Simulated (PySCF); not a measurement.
# C3H8GeN2: the cost of one run

Computed with PySCF 2.14.0 and routines of our own; the level stands in each step. Atoms count from 0.

## Step 1: The system as given

14 atoms, charge 0, multiplicity 1; geometry from: GFN2-xTB.

## Step 2: Magnetic properties: GIAO PBE0/pcSseg-1

Job settings and geometry (Å):

```
{"job": {"kind": "mag", "xc": "PBE0", "basis": "pcSseg-1", "isotopologues": 2}, "charge": 0, "multiplicity": 1}
Ge     2.300825     0.140744    -0.306845
N      0.493812     0.061191    -0.246904
C     -0.378853    -0.773027     0.589262
C     -1.780021    -0.197507     0.337549
C     -1.446005     0.943292    -0.592803
N     -0.208810     1.034507    -0.862607
H      2.800251    -1.235959    -0.629877
H      2.860615     0.535353     1.034061
H      2.599052     1.136708    -1.362289
H     -0.076894    -0.693007     1.638806
H     -0.287749    -1.819148     0.282171
H     -2.449094    -0.914489    -0.142969
H     -2.262738     0.159124     1.249277
H     -2.165069     1.621746    -1.008997
```

Level: GIAO PBE0/pcSseg-1 magnetisability, rotational g tensor and spin-rotation constants, non-relativistic, gas phase.

The run is started by

```bash
> OMP_NUM_THREADS=1 python excited_run.py task.json out
```

This one command runs all jobs of the session in turn.

Q: Estimate the wall time and peak memory of this job on 1 thread of Arm Neoverse V1, shared host.

About 44 s, with a peak of 0.87 GiB.
